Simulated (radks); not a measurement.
# Numerical settings for Ge

How sensitive is the result for neutral germanium to mesh, mixing and thresholds? A default run comes first. The defaults are a mesh step of 0.008 in ln r, a mesh end at 40 bohr or more, Anderson mixing 0.5 over 9 steps and a tight residual threshold, with the energy settled to 1e-9 hartree as well; every run has a cap on iterations.

The numbers are computed with radks (a radial shooting solver on a logarithmic mesh, Libxc functionals) version 1 (scalar-relativistic Kohn-Sham, r2SCAN, spin-polarised, spherical densities, finite nucleus; open shells are filled with parallel spins first), except any that are marked as measured or tabulated.

### Step 1. Starting point

- element: germanium (Z = 32)
- charge: 0
- electrons: 32
- configuration: [Ar] 3d10 4s2 4p2
- nuclear rms radius: 4.0742 fm

Outer shells as boxes (Hund's rule):

Ge
```
[Ar] core
3d [↑↓][↑↓][↑↓][↑↓][↑↓]
4s [↑↓]
4p [↑ ][↑ ][  ]
```

### Step 2. Default settings

Input:

```text
Z 32
configuration [Ar] 3d10 4s2 4p2
relativity scalar-relativistic
functional r2scan,r2scan
spin polarised
nucleus finite rms 4.0742 fm
c 137.035999084
max_iterations 90
```

Started as:

```sh
$ python run_ks.py task.json out
```

This one command runs every case of the session in turn.

### Step 3. Mesh step in ln r 0.08

Input: that of step 2 with these lines changed.

```diff
@@ -7,2 +7,3 @@
 c 137.035999084
+mesh_step 0.08
 max_iterations 90
```

### Step 4. Mesh step in ln r 0.012

Input: that of step 3 with these lines changed.

```diff
@@ -7,3 +7,3 @@
 c 137.035999084
-mesh_step 0.08
+mesh_step 0.012
 max_iterations 90
```

### Step 5. Mesh step in ln r 0.003

Input: that of step 4 with these lines changed.

```diff
@@ -7,3 +7,3 @@
 c 137.035999084
-mesh_step 0.012
+mesh_step 0.003
 max_iterations 90
```

### Step 6. Mesh end (bohr) 5

Input: that of step 5 with these lines changed.

```diff
@@ -7,3 +7,3 @@
 c 137.035999084
-mesh_step 0.003
+mesh_end 5
 max_iterations 90
```

### Step 7. Mesh end (bohr) 1

Input: that of step 6 with these lines changed.

```diff
@@ -7,3 +7,3 @@
 c 137.035999084
-mesh_end 5
+mesh_end 1
 max_iterations 90
```

### Step 8. Residual threshold 0.01

Input: that of step 7 with these lines changed.

```diff
@@ -7,3 +7,3 @@
 c 137.035999084
-mesh_end 1
+threshold 0.01
 max_iterations 90
```

### Step 9. Residual threshold 0.001

Input: that of step 8 with these lines changed.

```diff
@@ -7,3 +7,3 @@
 c 137.035999084
-threshold 0.01
+threshold 0.001
 max_iterations 90
```

### Step 10. Mixing 0.01

Input: that of step 9 with these lines changed.

```diff
@@ -7,3 +7,3 @@
 c 137.035999084
-threshold 0.001
+mixing 0.01
 max_iterations 90
```

### Step 11. Mixing history 1, mixing 0.2

Input: that of step 10 with these lines changed.

```diff
@@ -7,3 +7,4 @@
 c 137.035999084
-mixing 0.01
+history 1
+mixing 0.2
 max_iterations 90
```

### Step 12. Mixing history 1, mixing 0.8

Input: that of step 11 with these lines changed.

```diff
@@ -8,3 +8,3 @@
 history 1
-mixing 0.2
+mixing 0.8
 max_iterations 90
```

### Step 13. Mixing history 3

Input: that of step 12 with these lines changed.

```diff
@@ -7,4 +7,3 @@
 c 137.035999084
-history 1
-mixing 0.8
+history 3
 max_iterations 90
```

### Step 14. Iteration cap 2

Input: that of step 13 with these lines changed.

```diff
@@ -7,3 +7,2 @@
 c 137.035999084
-history 3
-max_iterations 90
+max_iterations 2
```

What does the calculation give? Wanted: for each run, setting; iterations; converged; change of E.

As calculated:

```
                     setting  mesh points  iterations  converged  change of E (mhartree)    time
            Default settings         2381          13        yes                       0  0.23 s
      mesh step in ln r 0.08          239          24         no                       -  0.13 s
     mesh step in ln r 0.012         1588          12        yes                       0  0.15 s
     mesh step in ln r 0.003         6349          18        yes                       0  0.75 s
           mesh end (bohr) 5         1929          12        yes                  +89.52   0.2 s
           mesh end (bohr) 1         1727          11         no                       -  0.14 s
     residual threshold 0.01         2381          10        yes                       0  0.19 s
    residual threshold 0.001         2381          10        yes                       0  0.19 s
                 mixing 0.01         2381          45        yes                       0   0.7 s
mixing history 1, mixing 0.2         2381          62        yes              +0.0001116  0.84 s
mixing history 1, mixing 0.8         2381          20         no                       -  0.39 s
            mixing history 3         2381          17        yes                       0  0.28 s
             iteration cap 2         2381           2         no                       -  0.05 s
```

What this shows: A zero stands for a change under the printed digits. Converged yet off by more than 1 mhartree: mesh end (bohr) 5. Convergence of the cycle says nothing about the mesh. Not converged or rejected: mesh step in ln r 0.08; mesh end (bohr) 1; mixing history 1, mixing 0.8; iteration cap 2. A mesh that ends early acts as a hard wall.
